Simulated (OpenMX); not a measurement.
HPbNO4:

```
H Pb N O
1.0
     3.85404    0.14384    0.09012
    -0.25320    5.52698    0.16471
    -0.48197   -1.92720    5.72025
H Pb N O
1 1 1 4
Direct
  0.10913 0.65718 0.54463
  0.61029 0.52127 0.15100
  0.91580 0.96263 0.95867
  0.01384 0.13639 0.88084
  0.72398 0.01057 0.12858
  0.00389 0.73732 0.87043
  0.11927 0.59324 0.37651
```

The cell was built by a generator and needn't be a form met in nature.

Base run:

* Program: OpenMX 3.8.5
* Functional: PBE
* Potentials or basis: OpenMX 2013 PBE set, H7.0-s2p2d1, Pb8.0-s3p2d2f2, N6.0-s3p2d2, O6.0-s3p2d2, grid cutoff 500 Ry
* k mesh: 7 × 5 × 5
* Occupations: fermi-dirac, width 0.05 eV
* Spin: no spin polarisation

Its results: band gap on the k mesh 3.23 eV, indirect (least direct gap 3.26 eV); pressure 1.4 GPa; largest force 0.980 eV/Å.

Task: After a change of settings the same cell gave: band gap on the k mesh 2.87 eV, indirect (least direct gap 2.88 eV); pressure 9.5 GPa; largest force 5.599 eV/Å. Which change was it?
A. potentials or basis from OpenMX 2013 PBE set, H7.0-s2p2d1, Pb8.0-s3p2d2f2, N6.0-s3p2d2, O6.0-s3p2d2, grid cutoff 500 Ry to OpenMX 2013 PBE set, H6.0-s2p1, Pb8.0-s3p2d2f1, N6.0-s2p2d1, O6.0-s2p2d1, grid cutoff 500 Ry
B. potentials or basis from OpenMX 2013 PBE set, H7.0-s2p2d1, Pb8.0-s3p2d2f2, N6.0-s3p2d2, O6.0-s3p2d2, grid cutoff 500 Ry to OpenMX 2013 PBE set, H6.0-s2p1, Pb8.0-s3p2d2f1, N6.0-s2p2d1, O6.0-s2p2d1, grid cutoff 500 Ry; k mesh from 7 × 5 × 5 to 5 × 5 × 5
C. potentials or basis from OpenMX 2013 PBE set, H7.0-s2p2d1, Pb8.0-s3p2d2f2, N6.0-s3p2d2, O6.0-s3p2d2, grid cutoff 500 Ry to OpenMX 2013 PBE set, H5.0-s2, Pb8.0-s3p2d2, N6.0-s2p2, O6.0-s2p2, grid cutoff 500 Ry
D. functional from PBE to LDA; potentials or basis from OpenMX 2013 PBE set, H7.0-s2p2d1, Pb8.0-s3p2d2f2, N6.0-s3p2d2, O6.0-s3p2d2, grid cutoff 500 Ry to OpenMX 2013 LDA set, H6.0-s2p1, Pb8.0-s3p2d2f1, N6.0-s2p2d1, O6.0-s2p2d1, grid cutoff 500 Ry

Result: C.

Caveats: spin-orbit coupling is left out, which as a rule narrows the gap of such compounds by several tenths of an eV; the basis of atomic orbitals isn't converged, which shifts pressures, moduli and gaps; forces of over 1 eV/Å show positions far from the minimum, so gaps and moduli don't describe the material at rest (some runs).

Not every run made on this cell is shown here.
